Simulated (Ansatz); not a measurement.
What does this script print? It uses the Python package of Ansatz (0.2.0).

`ch5nssi_deck.py`
```python
import ansatz as az
import numpy as np
import pandas as pd

DECK = """
crystal:
  periodic: [false, false, false]
  atoms:
    - { symbol: C, position_ang: [-0.2841, 0.9962, -0.4193] }
    - { symbol: "N", position_ang: [0.7857, 0.0705, -0.4126] }
    - { symbol: Si, position_ang: [0.1112, -0.9847, 0.7497] }
    - { symbol: S, position_ang: [-1.4957, -0.3046, -0.2501] }
    - { symbol: H, position_ang: [-0.418, 1.5851, -1.3923] }
    - { symbol: H, position_ang: [-0.3293, 1.7996, 0.3784] }
    - { symbol: H, position_ang: [0.8281, -0.4592, -1.2723] }
    - { symbol: H, position_ang: [0.582, -2.3561, 0.4443] }
    - { symbol: H, position_ang: [0.3085, -0.3931, 2.1571] }
basis:
  gaussian:
    orbitals: def2-SVP
    point_charges: [{ charge: 1.0, position_ang: [0.0, 0.0, 5.66] }]
hamiltonian:
  xc: b3lyp
output:
  forces: true
"""

session = az.Session.from_yaml(DECK)
data = session.plan(threads=1).execute().report

for key in ("converged", "free_energy_ev", "reference_energy_ev", "n_frozen", "n_occupied", "n_virtual"):
    print(f"{key:22s} {data[key]}")
symbols = ["C", "N", "Si", "S", "H", "H", "H", "H", "H"]

forces = np.array(data["forces_ev_ang"])
print("largest force", round(float(np.linalg.norm(forces, axis=1).max()), 4), "eV/A, rms", round(float(np.sqrt((forces ** 2).mean())), 4))
charges = data["charge_distribution"]
table = pd.DataFrame({"atom": symbols, "mulliken": charges["mulliken_charges_e"], "lowdin": charges["lowdin_charges_e"]})
print(table.round(3).to_string())
print("dipole (e A):", np.round(charges["dipole_moment_e_ang"], 4) + 0.0)
```

```console
$ python ch5nssi_deck.py
converged              True
free_energy_ev         -21313.353306240977
reference_energy_ev    -21313.353306240977
n_frozen               0
n_occupied             [24, 24]
n_virtual              [65, 65]
largest force 6.9111 eV/A, rms 1.8728
  atom  mulliken  lowdin
0    C     0.009  -0.134
1    N    -0.301  -0.000
2   Si     0.505   0.102
3    S    -0.189   0.243
4    H     0.083   0.005
5    H     0.063   0.002
6    H     0.132   0.001
7    H    -0.054  -0.069
8    H    -0.247  -0.150
dipole (e A): [ 0.0498 -0.0764 -0.2908]
```

Notes:
- These settings explore the input space; basis and method may be short of convergence.
- The geometry is a force-field or estimated start, not a minimum of this method, and the basis set is short of its limit.
- The Löwdin charges here are taken after orthogonalising the functions within each atom; they differ from plain Löwdin charges, and their signs can be unphysical.
- b3lyp holds the VWN-RPA fit, as in Gaussian; the form of ORCA and Turbomole is b3lyp5.
- Wall time of the script: 4.1 s on 1 thread of Arm Neoverse V1 (shared host), peak memory 0.26 GiB.

(Lines on the test bed's own set-up are left out of the output.)
